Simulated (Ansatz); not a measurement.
# Two structures of Ti: comparison of enthalpies under pressure

A script is to give a comparison of enthalpies under pressure; the system is two structures of Ti.

Computed with Ansatz 0.2.0 through its Python package. Level of theory: DFT PBEsol, plane waves, PAW.

### 1 The system

Ti Fm-3m: Symmetry: Fm-3m, No. 225, cubic system. Conventional cell: a = 4.130 Å, b = 4.130 Å, c = 4.130 Å, α = 90.00°, β = 90.00°, γ = 90.00°. Ti (site symmetry m-3m) has 12 Ti at 2.92 Å as nearest neighbours.

Ti Im-3m: It takes space group Im-3m (No. 229, cubic). The conventional cell has a = 3.280 Å, b = 3.280 Å, c = 3.280 Å, α = 90.00°, β = 90.00°, γ = 90.00°. Ti (site symmetry m-3m) is surrounded by 8 Ti at 2.84 Å.

No structure file is read: the coordinates are typed or built in the script.

### 2 The script

Input file transition.py:

```python
import warnings

import ansatz
import numpy as np


def fcc(a_site, a):
    return (
        ansatz.Lattice.fcc(a)
        .space_group(225)
        .atom(a_site, [0, 0, 0])
        .primitive()
    )


def bcc(A, a):
    return (
        ansatz.Lattice.bcc(a)
        .space_group(229)
        .atom(A, [0, 0, 0])
        .primitive()
    )


def solve(name, crystal, pressure=0.0):
    calc = (
        crystal.calculation()
        .functional('pbesol')
        .scf(tolerance=1e-07)
        .basis(500)
        .kpoints(spacing=0.27)
        .occupations('fermi_dirac', width=0.1)
    )
    calc = calc.relax(force_tolerance=0.02, max_steps=40, cell=True, pressure=pressure)
    return calc.run(threads=1, pin='off')


def volume_per_atom(outcome):
    return abs(np.linalg.det(outcome.lattice.cell_ang)) / len(outcome.lattice.sites)


def main() -> None:
    warnings.simplefilter('ignore')

    phases = {}
    phases['fcc'] = fcc('Ti', 4.13)
    phases['bcc'] = bcc('Ti', 3.28)

    pressures = [0, 15, 30, 45]
    enthalpy, volume = {name: [] for name in phases}, {name: [] for name in phases}
    for p in pressures:
        for name, crystal in phases.items():
            o = solve(name, crystal, pressure=p)
            volume[name].append(volume_per_atom(o))
            enthalpy[name].append(o.report['energy_sigma0_ev'] / len(o.lattice.sites) + p * volume[name][-1] / 160.21766)
    gap = np.array(enthalpy['bcc']) - np.array(enthalpy['fcc'])
    rows = [(p, va, vb, 1000 * d) for p, va, vb, d in zip(pressures, volume['fcc'], volume['bcc'], gap)]
    print('   P (GPa)  V fcc (A^3/atom)  V bcc (A^3/atom)  H(bcc) - H(fcc) (meV/atom)')
    for row in rows:
        print(f'{row[0]:10d}  {row[1]:16.3f}  {row[2]:16.3f}  {row[3]:+26.1f}')
    crossings = [p0 - g0 * (p1 - p0) / (g1 - g0) for p0, p1, g0, g1 in zip(pressures, pressures[1:], gap, gap[1:]) if g0 * g1 < 0]
    print('crossing near', [round(float(p), 1) for p in crossings], 'GPa') if crossings else print('no crossing in this range')


if __name__ == '__main__':
    main()
```

### 3 The calls as engine input

The package turns the script's settings into the engine's input (first run):

```yaml
crystal:
  lattice:
    bravais: fcc
    a: 4.13
  space_group: 225
  atoms:
    - { symbol: Ti, position: [0.0, 0.0, 0.0] }
  reduce_to_primitive: true
basis:
  ecutwfc: 500.0
kpoints:
  mp_grid:
    kspacing: 0.27
hamiltonian:
  xc: pbesol
scf:
  convergence:
    dr2_threshold: 1.0e-07
  occupations:
    method: fermi_dirac
    width: 0.1
relax:
  f_tol: 0.02
  max_steps: 40
  cell:
    p_target: 0.0
```

### 4 The run

Started as:

```bash
$ python transition.py
```

Output:

```text
   P (GPa)  V fcc (A^3/atom)  V bcc (A^3/atom)  H(bcc) - H(fcc) (meV/atom)
         0            16.715            16.597                       +47.1
        15            14.985            14.841                       +32.7
        30            13.804            13.623                       +15.5
        45            12.904            12.685                        -5.6
crossing near [41.0] GPa
```

Wall time 32 s (1 thread of Arm Neoverse V1, shared host); peak memory 0.37 GiB.

### 5 The engine's runs

From the records of these 8 runs:

```tsv
run	space group at the end	pressure asked (GPa)	energy from run 1 (meV/atom)	final volume (Å³/atom)	pressure (GPa)	SCF cycles in all	CPU time (s)
1	Fm-3m	0	0.00	16.72	0.02	21	3.4
2	Im-3m	0	47.07	16.60	-0.02	21	3.6
3	Fm-3m	15	70.78	14.99	14.98	21	3.1
4	Im-3m	15	117.00	14.84	14.98	21	3.5
5	Fm-3m	30	231.42	13.80	29.98	26	3.7
6	Im-3m	30	280.88	13.62	30.00	26	4.3
7	Fm-3m	45	438.92	12.90	44.99	25	3.6
8	Im-3m	45	494.61	12.69	45.00	26	4.3
```

Energies are extrapolated to zero smearing width, as in the script. 

Enthalpy H = E + pV of the second structure less the first:

```tsv
pressure (GPa)	ΔH (meV/atom)
0	47.1
15	32.7
30	15.5
45	-5.6
```

### 6 The relaxation of run 3, step by step

The steps of the relaxation:

```csv
step,E - E(step 1) (eV/cell),largest force component (eV/Å),pressure (GPa),volume (Å³)
1,0.0000,0.0000,-5.40,17.61
2,0.0437,0.0000,13.16,15.16
3,0.0619,0.0000,15.35,14.95
4,0.0589,0.0000,14.99,14.99
5,0.0591,0.0000,14.98,14.99
```

Step 1 is the start.

Lengths and angles in the start's conventional setting:

«Before» is this run's own start, a guessed cell, not the cell at zero pressure.

|  | before | after | change |
| --- | --- | --- | --- |
| a (Å) | 4.130 | 3.914 | -5.2 % |
| b (Å) | 4.130 | 3.914 | -5.2 % |
| c (Å) | 4.130 | 3.914 | -5.2 % |
| volume (Å³/atom) | 17.61 | 14.99 | -14.9 % |
| shortest distance (Å) | 2.920 | 2.767 | -5.2 % |
| space group (0.01 Å) | Fm-3m | Fm-3m | same |

The run keeps the 48 symmetry operations of the start, so it could not have lowered the symmetry.

Under a set pressure the enthalpy E + pV is minimised, so E itself may rise.

### 7 Path of the relaxation of run 4

The steps of the relaxation:

| step | energy from step 1 (eV/cell) | largest force component (eV/Å) | pressure (GPa) | volume (Å³) |
| --- | --- | --- | --- | --- |
| 1 | 0.0000 | 0.0000 | -6.19 | 17.64 |
| 2 | 0.0259 | 0.0000 | 11.48 | 15.19 |
| 3 | 0.0605 | 0.0000 | 15.67 | 14.78 |
| 4 | 0.0544 | 0.0000 | 14.98 | 14.84 |
| 5 | 0.0546 | 0.0000 | 14.98 | 14.84 |

Step 1 is the start.

Lengths and angles in the start's conventional setting:

«Before» is this run's own start, a guessed cell, not the cell at zero pressure.

|  | before | after | change |
| --- | --- | --- | --- |
| a (Å) | 3.280 | 3.096 | -5.6 % |
| b (Å) | 3.280 | 3.096 | -5.6 % |
| c (Å) | 3.280 | 3.096 | -5.6 % |
| volume (Å³/atom) | 17.64 | 14.84 | -15.9 % |
| shortest distance (Å) | 2.841 | 2.681 | -5.6 % |
| space group (0.01 Å) | Im-3m | Im-3m | same |

The run keeps the 48 symmetry operations of the start, so it could not have lowered the symmetry.

Under a set pressure the enthalpy E + pV is minimised, so E itself may rise.

### 8 Summary of results

| quantity | value |
| --- | --- |
| runs compared | 8 |
| crossing of the enthalpies | near 41 GPa |

**Reading.** The order turns near 41 GPa, to Im-3m, the denser one there. Temperature and kinetics are left out, and mesh and smearing can move the crossing. In run 3, over 3 moves the cell shrank by 14.9 % in volume under the 15 GPa asked, and the space group stayed Fm-3m. In run 4, the volume shrank by 15.9 % over 3 moves under the 15 GPa asked, and the space group stayed Im-3m. The run is spin-unpolarised. At a fixed pressure a relaxation lowers the enthalpy F + PV, while F alone can rise. For the metals among these phases the mesh is modest: their energies are good to some meV an atom at best. The smearing is wide enough that free energy and stress hold a thermal part of the electrons. The program warned that this SCF threshold is loose for forces or stresses. Only these two structures are compared, at zero temperature and with their symmetry kept; either may be hypothetical, and another phase may be lower than both. Differences under a few tens of meV an atom lie within the error of mesh and functional. The cells are prototypes set up for this calculation and needn't exist.
